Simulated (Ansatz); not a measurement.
# C2H6ClNSi (SMILES C=C[SiH](N)Cl): CCSDT(Q)/B/STO-3G (sfX2C, density fitting with cc-pVTZ-jkfit, cc-pVTZ-rifit for correlation)

Aim: the vertical ionisation energy of C2H6ClNSi at CCSDT(Q)/B/STO-3G (sfX2C, density fitting with cc-pVTZ-jkfit, cc-pVTZ-rifit for correlation), from 2 runs. 

The calculation is run with Ansatz 0.2.0.

3 further runs of the same task are left out: 2 for a known fault of the program, 1 set aside as unsound or not needed.

## 1. The structure to begin with

C2H6ClNSi has 11 atoms, charge 0, and is taken as a singlet. SMILES: `C=C[SiH](N)Cl`. The shape is that of a PBE0-D4/def2-TZVP optimisation. This is one conformer, not always the lowest.

Bond lengths: C1–C2 1.329 Å, C2–Si3 1.850 Å, Si3–N4 1.703 Å, Si3–Cl5 2.077 Å, C1–H6 1.086 Å, C1–H7 1.086 Å, C2–H8 1.090 Å, Si3–H9 1.480 Å, N4–H10 1.008 Å, N4–H11 1.007 Å. Some angles: C1–C2–Si3 125.0°, C2–Si3–N4 108.9°, C2–Si3–Cl5 107.5°, N4–Si3–Cl5 114.6°, C1–C2–H8 118.4°, Si3–C2–H8 116.5°, C2–C1–H6 121.5°, C2–C1–H7 121.9°, C2–Si3–H9 113.8°, N4–Si3–H9 107.0°.

## 2. A single-point energy at CCSDT(Q)/B/STO-3G (sfX2C, density fitting with cc-pVTZ-jkfit, cc-pVTZ-rifit for correlation)

Input file in.yaml:

```yaml
crystal:
  periodic: [false, false, false]
  atoms:
    - {symbol: C, position_ang: [-2.009100, -0.223800, 0.193800]}
    - {symbol: C, position_ang: [-0.763200, -0.607700, 0.453800]}
    - {symbol: Si, position_ang: [0.734800, 0.466000, 0.292000]}
    - {symbol: "N", position_ang: [1.868300, -0.317300, -0.709400]}
    - {symbol: Cl, position_ang: [0.104400, 2.319600, -0.400900]}
    - {symbol: H, position_ang: [-2.233700, 0.783700, -0.142800]}
    - {symbol: H, position_ang: [-2.853600, -0.897600, 0.307100]}
    - {symbol: H, position_ang: [-0.595000, -1.630400, 0.790600]}
    - {symbol: H, position_ang: [1.412600, 0.742400, 1.578700]}
    - {symbol: H, position_ang: [1.579200, -0.700400, -1.595600]}
    - {symbol: H, position_ang: [2.820800, 0.008500, -0.746800]}
basis:
  gaussian:
    orbitals: STO-3G.json
    fitting: {mean_field: cc-pVTZ-jkfit, correlation: cc-pVTZ-rifit}
hamiltonian: {pseudopotentials: {relativity: scalar}}
correlation: {method: ccsdt_q_b}
accuracy: high
output: {orbitals: {seedname: orbitals}}
```

The basis set STO-3G is read from a file made from the Basis Set Exchange's data (not shown).

Command:

```bash
$ ansatz run in.yaml --threads 1 --pin off --max-ram 2610MiB --events-out events.jsonl --progress --plain --runs-dir runs
```

What it wrote:

```text
Warning: RAYON_NUM_THREADS=1 ignored (pool sized by the plan → 1); use --threads N
Functional definition: HF
  name "HF"
  exchange = exact_x
  correlation = 0
659 factors; integrals over basis functions are off by at most 8.5e-4 eV
667 factors; integrals over basis functions are off by at most 1.2e-1 eV
mean field evaluation 1: about -23777.2963 eV, gradient 1.9e1 eV
mean field evaluation 2: about -23778.7219 eV, gradient 4.5e0 eV
mean field evaluation 4: about -23778.8079 eV, gradient 4.0e-1 eV
mean field evaluation 8: about -23777.2959 eV, gradient 1.9e1 eV
mean field -23778.80851590 eV, -873.8550951040 hartree, gradient 2.3e-8 eV, S^2 0.000000; 0 other end points of the search recorded, 0 dependent functions left out; unrestricted orbitals would lower it
mean field evaluation 16: about -23778.9042 eV, gradient 2.1e-1 eV
13 core orbitals not correlated: weight in the atoms' cores, before any rotation towards them, 1.000 or more for the frozen orbitals, at most 0.000 for the correlated occupied ones
reference -23778.80851590 eV, -873.8550951040 hartree; 15, 15 occupied and 11, 11 virtual orbitals, 667 factors
second order -5.52258524 eV of doubles, -0.00000000 eV of singles
cycle   1  -6.47612376 eV  change   -9.5e-1 eV  update   8.8e-2
cycle   2  -7.01434649 eV  change   -5.4e-1 eV  update   3.8e-2
cycle   3  -7.13107675 eV  change   -1.2e-1 eV  update   1.6e-2
cycle   4  -7.14483103 eV  change   -1.4e-2 eV  update   5.3e-3
cycle   5  -7.14586721 eV  change   -1.0e-3 eV  update   1.8e-3
cycle   6  -7.14496330 eV  change    9.0e-4 eV  update   5.1e-4
cycle   7  -7.14465495 eV  change    3.1e-4 eV  update   2.0e-4
cycle   8  -7.14464629 eV  change    8.7e-6 eV  update   8.4e-5
cycle   9  -7.14469033 eV  change   -4.4e-5 eV  update   3.5e-5
cycle  10  -7.14469716 eV  change   -6.8e-6 eV  update   1.3e-5
cycle  11  -7.14469432 eV  change    2.8e-6 eV  update   5.7e-6
cycle  12  -7.14469440 eV  change   -7.9e-8 eV  update   2.6e-6
cycle  13  -7.14469320 eV  change    1.2e-6 eV  update   1.0e-6
cycle  14  -7.14469356 eV  change   -3.6e-7 eV  update   4.1e-7
cycle  15  -7.14469378 eV  change   -2.3e-7 eV  update   1.5e-7
cycle  16  -7.14469384 eV  change   -5.0e-8 eV  update   5.8e-8
cycle  17  -7.14469390 eV  change   -6.6e-8 eV  update   3.4e-8
cycle  18  -7.14469345 eV  change    4.6e-7 eV  update   6.8e-8
cycle  19  -7.14469335 eV  change    9.7e-8 eV  update   2.5e-8
cycle  20  -7.14469330 eV  change    5.2e-8 eV  update   1.1e-8
cycle  21  -7.14469328 eV  change    1.7e-8 eV  update   4.7e-9
cycle  22  -7.14469328 eV  change    4.4e-9 eV  update   1.8e-9
cycle  23  -7.14469327 eV  change   7.6e-10 eV  update  7.0e-10
perturbative correction -0.01384580 eV, -0.0005088238 hartree
Total energy: -23785.96705498 eV, -874.1181665628 hartree
Relativity: scalar
```

Run time: 8.4 s. Hardware: 1 thread of Intel Xeon 6975P-C (Granite Rapids), shared host; peak memory 0.35 GiB.

## 3. The doublet cation, same level

in.yaml: that of step 2 with these lines changed.

```diff
@@ -18,5 +18,7 @@
     fitting: {mean_field: cc-pVTZ-jkfit, correlation: cc-pVTZ-rifit}
+correlation: {method: ccsdt_q_b}
+output: {orbitals: {seedname: orbitals}}
 hamiltonian: {pseudopotentials: {relativity: scalar}}
-correlation: {method: ccsdt_q_b}
 accuracy: high
-output: {orbitals: {seedname: orbitals}}
+total_charge: 1
+magnetization: {spin_polarized: false, initial_magnetization: 1}
```

The basis set STO-3G is read from a file made from the Basis Set Exchange's data (not shown).

Command:

```bash
$ ansatz run in.yaml --threads 1 --pin off --max-ram 2610MiB --events-out events.jsonl --progress --plain --runs-dir runs
```

What it wrote:

```text
Warning: RAYON_NUM_THREADS=1 ignored (pool sized by the plan → 1); use --threads N
[... 4 set-up lines as earlier in the session ...]
659 factors; integrals over basis functions are off by at most 8.5e-4 eV
667 factors; integrals over basis functions are off by at most 1.2e-1 eV
mean field evaluation 1: about -23768.1918 eV, gradient 2.6e1 eV
mean field evaluation 2: about -23767.2892 eV, gradient 3.6e1 eV
mean field evaluation 4: about -23770.6702 eV, gradient 9.0e0 eV
mean field evaluation 8: about -23770.9873 eV, gradient 2.4e0 eV
mean field evaluation 16: about -23768.1922 eV, gradient 2.6e1 eV
mean field evaluation 32: about -23769.7842 eV, gradient 2.4e0 eV
mean field evaluation 64: about -23771.0172 eV, gradient 5.8e-1 eV
mean field evaluation 96: about -23771.9983 eV, gradient 2.2e0 eV
mean field evaluation 128: about -23765.4573 eV, gradient 1.2e1 eV
mean field -23772.03481335 eV, -873.6061661268 hartree, gradient 1.3e-8 eV, S^2 0.750000; 9 other end points of the search recorded, 0 dependent functions left out
mean field evaluation 160: about -23771.0270 eV, gradient 1.5e0 eV
mean field evaluation 192: about -23772.1320 eV, gradient 1.5e0 eV
determinant -23772.03481335 eV, -873.6061661268 hartree, with singles and doubles -23779.08284215 eV, -873.8651764076 hartree
determinant -23771.03842908 eV, -873.5695496801 hartree, with singles and doubles -23777.02762750 eV, -873.7896486623 hartree
determinant -23770.49206537 eV, -873.5494711840 hartree, with singles and doubles -23777.75670822 eV, -873.8164418847 hartree
determinant -23769.90048233 eV, -873.5277309084 hartree, with singles and doubles -23777.18100974 eV, -873.7952853558 hartree
determinant -23769.87766641 eV, -873.5268924387 hartree, with singles and doubles -23777.05329474 eV, -873.7905919161 hartree
13 core orbitals not correlated: weight in the atoms' cores, before any rotation towards them, 1.000 or more for the frozen orbitals, at most 0.000 for the correlated occupied ones
reference -23772.03481335 eV, -873.6061661268 hartree; 15, 14 occupied and 11, 12 virtual orbitals, 667 factors
second order -5.34810297 eV of doubles, -0.03939579 eV of singles
cycle   1  -6.37535165 eV  change   -9.9e-1 eV  update   9.5e-2
cycle   2  -7.00402125 eV  change   -6.3e-1 eV  update   4.4e-2
cycle   3  -7.12050597 eV  change   -1.2e-1 eV  update   2.2e-2
cycle   4  -7.14078296 eV  change   -2.0e-2 eV  update   1.2e-2
cycle   5  -7.14457687 eV  change   -3.8e-3 eV  update   7.1e-3
cycle   6  -7.14576705 eV  change   -1.2e-3 eV  update   4.1e-3
cycle   7  -7.14622739 eV  change   -4.6e-4 eV  update   2.0e-3
cycle   8  -7.14685130 eV  change   -6.2e-4 eV  update   1.1e-3
cycle   9  -7.14716987 eV  change   -3.2e-4 eV  update   6.3e-4
cycle  10  -7.14700988 eV  change    1.6e-4 eV  update   4.8e-4
cycle  11  -7.14687525 eV  change    1.3e-4 eV  update   3.3e-4
cycle  12  -7.14691640 eV  change   -4.1e-5 eV  update   2.2e-4
cycle  13  -7.14696053 eV  change   -4.4e-5 eV  update   1.6e-4
cycle  14  -7.14706937 eV  change   -1.1e-4 eV  update   1.1e-4
cycle  15  -7.14713673 eV  change   -6.7e-5 eV  update   5.6e-5
cycle  16  -7.14714741 eV  change   -1.1e-5 eV  update   4.6e-5
cycle  17  -7.14714377 eV  change    3.6e-6 eV  update   2.3e-5
cycle  18  -7.14713895 eV  change    4.8e-6 eV  update   2.8e-5
cycle  19  -7.14713879 eV  change    1.6e-7 eV  update   1.3e-5
cycle  20  -7.14714316 eV  change   -4.4e-6 eV  update   8.2e-6
cycle  21  -7.14714615 eV  change   -3.0e-6 eV  update   4.2e-6
cycle  22  -7.14714678 eV  change   -6.3e-7 eV  update   2.3e-6
cycle  23  -7.14714670 eV  change    7.6e-8 eV  update   2.2e-6
cycle  24  -7.14714652 eV  change    1.8e-7 eV  update   1.6e-6
cycle  25  -7.14714663 eV  change   -1.1e-7 eV  update   1.1e-6
cycle  26  -7.14714703 eV  change   -4.0e-7 eV  update   1.1e-6
cycle  27  -7.14714704 eV  change   -5.4e-9 eV  update   9.0e-7
cycle  28  -7.14714699 eV  change    5.1e-8 eV  update   7.7e-7
cycle  29  -7.14714689 eV  change    9.9e-8 eV  update   8.2e-7
cycle  30  -7.14714688 eV  change    5.2e-9 eV  update   3.4e-7
cycle  31  -7.14714687 eV  change    1.3e-8 eV  update   1.1e-7
cycle  32  -7.14714686 eV  change    1.1e-8 eV  update   9.0e-8
cycle  33  -7.14714686 eV  change   -2.6e-9 eV  update   3.4e-8
cycle  34  -7.14714686 eV  change   -2.1e-9 eV  update   1.3e-8
cycle  35  -7.14714686 eV  change   -1.6e-9 eV  update   6.9e-9
cycle  36  -7.14714687 eV  change   -4.3e-9 eV  update   5.1e-9
cycle  37  -7.14714687 eV  change   -3.0e-9 eV  update   3.9e-9
cycle  38  -7.14714687 eV  change   -1.0e-9 eV  update   3.7e-9
cycle  39  -7.14714687 eV  change  -4.6e-10 eV  update   3.2e-9
perturbative correction -0.01459208 eV, -0.0005362492 hartree
Total energy: -23779.19655231 eV, -873.8693551791 hartree
Relativity: scalar
```

Wall time 41 s (1 thread of Intel Xeon 6975P-C (Granite Rapids), shared host); peak memory 1.4 GiB.

## 4. Results

Level: CCSDT(Q)/B/STO-3G (sfX2C, density fitting with cc-pVTZ-jkfit, cc-pVTZ-rifit for correlation), 13 core orbitals frozen.

| quantity | value |
| --- | --- |
| singlet C2H6ClNSi: total energy | -874.11817 Eh |
| singlet C2H6ClNSi: HOMO energy (Hartree–Fock orbitals) | -9.04 eV |
| singlet C2H6ClNSi: LUMO energy (Hartree–Fock orbitals) | 7.88 eV |
| singlet C2H6ClNSi: HOMO–LUMO gap (Hartree–Fock orbitals) | 16.92 eV |
| singlet C2H6ClNSi: correlation energy (13 core orbitals frozen) | -263.1 mEh |
| singlet C2H6ClNSi: T1 diagnostic | 0.007 |
| doublet cation: total energy | -873.86936 Eh |
| doublet cation: correlation energy (13 core orbitals frozen) | -263.2 mEh |
| doublet cation: ⟨S²⟩ of the reference determinant | 0.750 |
| doublet cation: T1 diagnostic | 0.019 |
| vertical ionisation energy (to the doublet cation) | 6.771 eV |

**Reading.** Removing an electron at fixed nuclei costs 6.77 eV (156 kcal/mol). In a minimal basis such a difference can be off by several eV, whatever the method. The restricted solution (singlet C2H6ClNSi) is unstable to spin breaking: an unrestricted one lies lower.
